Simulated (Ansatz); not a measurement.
# CH₈GeSi: a ladder of functionals and wavefunction methods

An exercise on one series of results from a longer session: the logs are not shown, and one member is left open.

Computed with Ansatz 0.2.0, Gaussian basis. Level: functionals in def2-TZVPP, the program's frozen cores in correlated methods.

The runs, in order: LDA (SPW92), PBE-D4, revPBE-D4, BLYP-D4, r2SCAN-D4, B97M-V, PBE0-D4, B3LYP-D4, r2SCANh-D4, r2SCAN0-D4, HSE06-D4, BHLYP-D4, CAM-B3LYP-D4, LC-ωPBE, ωB97X-V, ωB97M-V, B2PLYP, PBE-QIDH; CCSD(T)/def2-SVP; CCSD(T)/def2-TZVPP; MP2/def2-QZVPP; extrapolation to the limit; RPA on PBE.

### The geometry

The geometry comes from an earlier relaxation with PBE0-D4 in a triple-zeta def2 set; it is a stationary point, not always the lowest conformer.

SMILES `C[SiH2][GeH3]`, 11 atoms, charge 0, spin multiplicity 1.

Atoms are counted from 1 here; the program's logs count them from 0.

Bond lengths: C1–Si2 1.875 Å, C1–H4 1.092 Å, C1–H5 1.092 Å, C1–H6 1.092 Å, Si2–Ge3 2.380 Å, Si2–H7 1.490 Å, Si2–H8 1.490 Å, Ge3–H9 1.540 Å, Ge3–H10 1.540 Å, Ge3–H11 1.538 Å. Angles: Si2–C1–H4 110.6°, Si2–C1–H5 110.8°, Si2–C1–H6 110.8°, H4–C1–H5 108.2°, H4–C1–H6 108.2°, H5–C1–H6 108.1°, C1–Si2–Ge3 111.3°, C1–Si2–H7 110.3°, C1–Si2–H8 110.3°, Ge3–Si2–H7 108.6°, Ge3–Si2–H8 108.6°, H7–Si2–H8 107.6°, Si2–Ge3–H9 110.8°, Si2–Ge3–H10 110.8°, Si2–Ge3–H11 111.6°, H9–Ge3–H10 107.5°, H9–Ge3–H11 107.9°, H10–Ge3–H11 107.9°.

Geometry (Å):

```mol
CH8GeSi
  3D, bonds by distance, orders not assigned

 11 10  0  0  0  0  0  0  0  0999 V2000
   -1.0512    1.3238   -0.4279 C   0  0
   -0.4981   -0.4633   -0.5567 Si  0  0
    1.3835   -0.8882    0.8369 Ge  0  0
   -1.9142    1.5069   -1.0721 H   0  0
   -0.2495    2.0005   -0.7310 H   0  0
   -1.3334    1.5692    0.5982 H   0  0
   -0.1322   -0.7905   -1.9633 H   0  0
   -1.6043   -1.3767   -0.1548 H   0  0
    1.0507   -0.5937    2.3117 H   0  0
    2.5716    0.0084    0.4410 H   0  0
    1.8423   -2.3534    0.7384 H   0  0
  1  2  8  0
  2  3  8  0
  1  4  8  0
  1  5  8  0
  1  6  8  0
  2  7  8  0
  2  8  8  0
  3  9  8  0
  3 10  8  0
  3 11  8  0
M  END
```

Set-up of the first run:

in.yaml

```yaml
crystal:
  periodic: [false, false, false]
  atoms:
    - {symbol: C, position_ang: [-1.051238, 1.323765, -0.427854]}
    - {symbol: Si, position_ang: [-0.498121, -0.463350, -0.556726]}
    - {symbol: Ge, position_ang: [1.383472, -0.888201, 0.836910]}
    - {symbol: H, position_ang: [-1.914197, 1.506940, -1.072070]}
    - {symbol: H, position_ang: [-0.249532, 2.000546, -0.731008]}
    - {symbol: H, position_ang: [-1.333353, 1.569239, 0.598215]}
    - {symbol: H, position_ang: [-0.132153, -0.790547, -1.963267]}
    - {symbol: H, position_ang: [-1.604265, -1.376688, -0.154769]}
    - {symbol: H, position_ang: [1.050661, -0.593705, 2.311662]}
    - {symbol: H, position_ang: [2.571649, 0.008376, 0.440991]}
    - {symbol: H, position_ang: [1.842277, -2.353373, 0.738418]}
basis:
  gaussian: {orbitals: def2-TZVPP}
hamiltonian: {xc: lda}
output: {orbitals: {seedname: orbitals}}
```

The run is started by

```console
ansatz run in.yaml --threads 4 --pin off --events-out ev --progress --plain --max-ram 10444MiB
```

Among the steps run: LDA; PBE-D4 (GGA); revPBE-D4 (GGA); BLYP-D4 (GGA); r2SCAN-D4 (meta-GGA); B97M-V (meta-GGA); PBE0-D4 (hybrid); B3LYP-D4 (hybrid); r2SCANh-D4 (hybrid); r2SCAN0-D4 (hybrid); HSE06-D4 (hybrid); BHLYP-D4 (hybrid); CAM-B3LYP-D4 (range-separated); LC-ωPBE (range-separated); ωB97X-V (range-separated); ωB97M-V (range-separated); B2PLYP (double hybrid); PBE-QIDH (double hybrid).

One table of the session follows, with a row left open; its other results are not shown here.

It belongs to the step «Orbital energies across the functionals». 

| functional | HOMO (eV) | LUMO (eV) | gap (eV) |
| --- | --- | --- | --- |
| LDA (SPW92) | -6.94 | -0.67 | 6.27 |
| PBE-D4 | ? | ? | ? |
| revPBE-D4 | -6.82 | -0.42 | 6.40 |
| BLYP-D4 | -6.72 | -0.40 | 6.33 |
| r2SCAN-D4 | -7.12 | -0.15 | 6.97 |
| B97M-V | -7.23 | -0.43 | 6.80 |
| PBE0-D4 | -7.96 | 0.28 | 8.24 |
| B3LYP-D4 | -7.76 | 0.06 | 7.83 |
| r2SCANh-D4 | -7.52 | 0.12 | 7.64 |
| r2SCAN0-D4 | -8.13 | 0.50 | 8.63 |
| HSE06-D4 | -7.57 | -0.09 | 7.48 |
| BHLYP-D4 | -8.96 | 1.05 | 10.01 |
| CAM-B3LYP-D4 | -9.22 | 1.22 | 10.44 |
| LC-ωPBE | -10.53 | 2.38 | 12.90 |
| ωB97X-V | -10.21 | 2.21 | 12.41 |
| ωB97M-V | -10.00 | 1.88 | 11.88 |

Q: Estimate the row for PBE-D4 from the others.

As computed: HOMO (eV): -6.86; LUMO (eV): -0.50; gap (eV): 6.35. In the column «HOMO (eV)» it lies between LDA (SPW92) (-6.94) and revPBE-D4 (-6.82).
